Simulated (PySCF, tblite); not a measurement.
# C₆H₁₃O₂P: geometry, infrared bands and NMR shifts

Wanted: the infrared bands and NMR shifts of C₆H₁₃O₂P (`C=CC[P@](=O)(CC)CO`), by calculation.

Programs: tblite 0.8.0 and PySCF 2.14.0, with density-fitted response routines of our own. Each step states its level of theory. These are calculated values for one molecule in the gas phase, unless marked as measured. Atoms count from 0, in the outputs and in this text.

## 1. The molecule as given

22 atoms, charge 0, multiplicity 1; geometry from: force field or distance geometry start.

Bonds of the start (Å): C0–C1 1.33, C1–C2 1.52, C2–P3 1.79, P3–O4 1.49, P3–C5 1.80, C5–C6 1.52, P3–C7 1.79, C7–O8 1.42, C0–H9 1.09, C0–H10 1.09, C1–H11 1.08, C2–H12 1.11, C2–H13 1.09, C5–H14 1.10, C5–H15 1.10, C6–H16 1.09, C6–H17 1.10, C6–H18 1.09, C7–H19 1.10, C7–H20 1.10, O8–H21 0.98.

## 2. Optimising the geometry with GFN2-xTB

What the job is given:

```
{"job": {"kind": "relax", "xc": "GFN2-xTB", "basis": "xTB"}, "charge": 0, "multiplicity": 1}
C     -3.257800    -0.334600    -0.706000
C     -2.003200    -0.496800    -1.109100
C     -0.864100    -0.888900    -0.184200
P      0.440700     0.333900    -0.280300
O      1.000700     0.544000    -1.645600
C      1.681000    -0.216800     0.900300
C      2.449000    -1.448900     0.464000
C     -0.216800     1.841900     0.426500
O      0.781600     2.841700     0.272200
H     -4.039400    -0.057600    -1.417900
H     -3.577900    -0.470100     0.325000
H     -1.748300    -0.363000    -2.148600
H     -1.220600    -0.982100     0.858300
H     -0.483700    -1.862300    -0.501500
H      1.203000    -0.396200     1.871300
H      2.395600     0.603500     1.065900
H      2.947600    -1.277300    -0.488000
H      3.205500    -1.723500     1.209900
H      1.772200    -2.300200     0.351000
H     -0.452600     1.731000     1.490300
H     -1.122800     2.172200    -0.105100
H      1.099700     2.769600    -0.649300
```

Command:

```console
OMP_NUM_THREADS=1 python probes_run.py task.json out
```

This one command runs all jobs of the session in turn.

**Question.** This job is followed by: GFN2-xTB harmonic vibrations, gas phase; GIAO PBE0/pcSseg-1 NMR shielding, non-relativistic, gas phase. Predict these results of the whole session: strongest single infrared mode (GFN2-xTB); zero-point energy (GFN2-xTB); 13C shifts against TMS (PBE0/pcSseg-1); 1H shifts against TMS (PBE0/pcSseg-1, means over atoms taken as alike); 31P shifts against H3PO4 (PBE0/pcSseg-1); 17O shifts against H2O (PBE0/pcSseg-1).

As calculated:

```
                                                              quantity                                                                 value
                             strongest single infrared mode (GFN2-xTB)                                                  425 cm⁻¹, 194 km/mol
                                          zero-point energy (GFN2-xTB)                                                        112.6 kcal/mol
                                13C shifts against TMS (PBE0/pcSseg-1)                               140.1, 124.7, 62.2, 38.5, 24.9, 6.3 ppm
1H shifts against TMS (PBE0/pcSseg-1, means over atoms taken as alike)  6.46, 5.53, 5.37, 4.42, 3.39, 3.03, 2.18, 1.78, 1.46, 1.30, 0.94 ppm
                              31P shifts against H3PO4 (PBE0/pcSseg-1)                                                              16.6 ppm
                                17O shifts against H2O (PBE0/pcSseg-1)                                                       66.3, -11.7 ppm
```

**Reading.** Relaxing lowered the energy by 0.189 eV in 73 steps; the close pair that moved most is P3–C7, from 1.791 to 1.857 Å. No mode is imaginary among the 60: a minimum at this level. The strongest single mode, at 425 cm⁻¹, moves mainly H21. GFN2-xTB is a fitted tight-binding method: band positions and strengths are rough. Its intensities can rank the bands wrongly. The most deshielded carbon is C1 (alkene CH), at 140.1 ppm: an sp2 carbon of a C=C bond. The most deshielded hydrogen is H11 (hydrogen on an alkene CH), at 6.46 ppm: attached to an sp2 carbon and in the plane of the double bond. At PBE0/pcSseg-1: Shielding is most anisotropic at C1 (span 243 ppm, paramagnetic term -210 ppm).
